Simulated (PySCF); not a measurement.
# Cl4Co ([CoCl4]-): the cost of one run

Programs: PySCF 2.14.0, with routines of our own; each step states its level. All values are computed. Atoms count from 0.

## Step 1: The starting structure

5 atoms, charge -1, states of the metal's open shell are computed; geometry from: model geometry, bond lengths from ionic radii.

## Step 2: Ligand-field states: state-averaged CASSCF

The job: settings as JSON, then the geometry in Å.

```
{"job": {"kind": "lf", "basis": {"metal": "x2c-TZVPall", "ligand": "x2c-SVPall"}, "nevpt": true}, "charge": -1, "metal": "Co", "open_shell": "d6"}
Co     0.000000     0.000000     0.000000
Cl     1.270170     1.270170     1.270171
Cl    -1.270170    -1.270170     1.270171
Cl    -1.270170     1.270170    -1.270171
Cl     1.270170    -1.270170    -1.270171
```

Level: state-averaged CASSCF of the metal d shell, SC-NEVPT2 on the averaged canonical orbitals, state-interaction spin-orbit coupling.

The run is started by

```sh
$ OMP_NUM_THREADS=1 python lf_run.py task.json out
```

The driver reads the jobs from task.json and runs them one after another.

Q: Estimate the wall time and peak memory of this first job on 1 thread of Arm Neoverse V1, shared host.

About 12 s, with a peak of 0.31 GiB.
